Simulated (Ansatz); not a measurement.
**BHLYP/def2-SVPD run of BPH6 (SMILES [BH3-][PH3+])**

Aim: the electronic atomisation energy of BPH6 at BHLYP/def2-SVPD, from 4 runs. 

The calculation is run with Ansatz 0.2.0.

48 further runs of the same task are left out: 48 set aside as unsound or not needed.

## Step 1: The structure to begin with

BPH6 has 8 atoms, charge 0, and is taken as a singlet. SMILES: `[BH3-][PH3+]`. The shape is that of a PBE0-D4/def2-TZVP optimisation.

Bond lengths: B1–P2 1.910 Å, B1–H3 1.209 Å, B1–H4 1.209 Å, B1–H5 1.209 Å, P2–H6 1.408 Å, P2–H7 1.409 Å, P2–H8 1.408 Å. Some angles: B1–P2–H6 118.0°, B1–P2–H7 118.1°, B1–P2–H8 118.0°, P2–B1–H3 103.8°, P2–B1–H4 103.8°, P2–B1–H5 103.8°, H6–P2–H7 99.7°, H6–P2–H8 99.7°, H7–P2–H8 99.7°, H3–B1–H4 114.5°.

## Step 2: A single-point energy at BHLYP/def2-SVPD

File in.yaml:

```yaml
crystal:
  periodic: [false, false, false]
  atoms:
    - {symbol: B, position_ang: [-0.556100, 0.227200, -0.914000]}
    - {symbol: P, position_ang: [0.433900, -0.181600, 0.667700]}
    - {symbol: H, position_ang: [-1.693400, 0.343100, -0.520100]}
    - {symbol: H, position_ang: [-0.367800, -0.730200, -1.628000]}
    - {symbol: H, position_ang: [-0.055500, 1.254200, -1.309900]}
    - {symbol: H, position_ang: [0.418800, 0.755700, 1.718800]}
    - {symbol: H, position_ang: [1.823100, -0.380300, 0.547100]}
    - {symbol: H, position_ang: [0.089200, -1.345200, 1.382600]}
basis:
  gaussian:
    orbitals: def2-SVPD
hamiltonian:
  xc: {name: BHLYP}
accuracy: high
output:
  orbitals: {seedname: orbitals}
```

Command:

```console
$ ansatz run in.yaml --threads 1 --pin off --max-ram 3480MiB --events-out events.jsonl --progress --plain --runs-dir runs
```

The program printed:

```text
Warning: RAYON_NUM_THREADS=1 ignored (pool sized by the plan → 1); use --threads N
Functional definition: BHLYP
  name "BHLYP"
  parameter a = 0.5
  exchange = (1 - a)*b88_x + a*exact_x
  correlation = lyp_c
1856 factors; integrals over basis functions are off by at most 3.6e-9 eV
mean field evaluation 1: about -10056.1214 eV, gradient 2.5e1 eV
mean field evaluation 2: about -10057.2303 eV, gradient 1.7e1 eV
mean field evaluation 4: about -10058.2660 eV, gradient 2.4e-1 eV
mean field evaluation 8: about -10058.2666 eV, gradient 1.0e-3 eV
mean field evaluation 16: about -10058.2666 eV, gradient 1.5e-8 eV
mean field -10058.26658914 eV, -369.6344794129 hartree, gradient 1.5e-8 eV, S^2 0.000000; 0 other end points of the search recorded, 0 dependent functions left out
reference -10058.26661843 eV, -369.6344804893 hartree; 13, 13 occupied and 79, 79 virtual orbitals, 1856 factors
Total energy: -10058.26661843 eV, -369.6344804893 hartree
```

Run time: 6.9 s. Hardware: 1 thread of Intel Xeon Platinum 8259CL at 2.50GHz (Skylake/Cascade Lake), shared host; peak memory 0.26 GiB.

## Step 3: The B atom, same level

File in.yaml:

```yaml
crystal:
  periodic: [false, false, false]
  atoms:
    - {symbol: B, position_ang: [0.000000, 0.000000, 0.000000]}
basis:
  gaussian:
    orbitals: def2-SVPD
magnetization:
  spin_polarized: true
  initial_magnetization: 1
hamiltonian:
  xc: {name: BHLYP}
accuracy: high
```

Run the same way, it converges to -24.62440 Eh (log not shown).

## Step 4: The H atom

File run.yaml:

```yaml
basis:
  gaussian:
    orbitals: def2-SVPD
crystal:
  periodic: [false, false, false]
  atoms:
    - {symbol: H, position_ang: [0.000000, 0.000000, 0.000000]}
accuracy: high
magnetization:
  spin_polarized: true
  initial_magnetization: 1
hamiltonian:
  xc: {name: BHLYP}
```

Run the same way, it converges to -0.49784 Eh (log not shown).

## Step 5: The P atom

File input.yaml:

```yaml
crystal:
  periodic: [false, false, false]
  atoms:
    - {symbol: P, position_ang: [0.000000, 0.000000, 0.000000]}
basis:
  gaussian:
    orbitals: def2-SVPD
accuracy: high
magnetization:
  spin_polarized: true
  initial_magnetization: 3
hamiltonian:
  xc: {name: BHLYP}
```

Run the same way, it converges to -341.15600 Eh (log not shown).

## Step 6: Outcome

At BHLYP/def2-SVPD:

```
                     quantity          value
       molecule: total energy  -369.63448 Eh
        molecule: HOMO energy       -9.86 eV
        molecule: LUMO energy        0.64 eV
      molecule: HOMO–LUMO gap       10.50 eV
         B atom: total energy   -24.62440 Eh
                 B atom: ⟨S²⟩          0.755
         H atom: total energy    -0.49784 Eh
                 H atom: ⟨S²⟩          0.750
         P atom: total energy  -341.15600 Eh
                 P atom: ⟨S²⟩          3.751
electronic atomisation energy      23.593 eV
```

What this shows: Taking the molecule apart into free atoms costs 23.59 eV (2276 kJ/mol), before zero-point energy and without spin-orbit coupling.
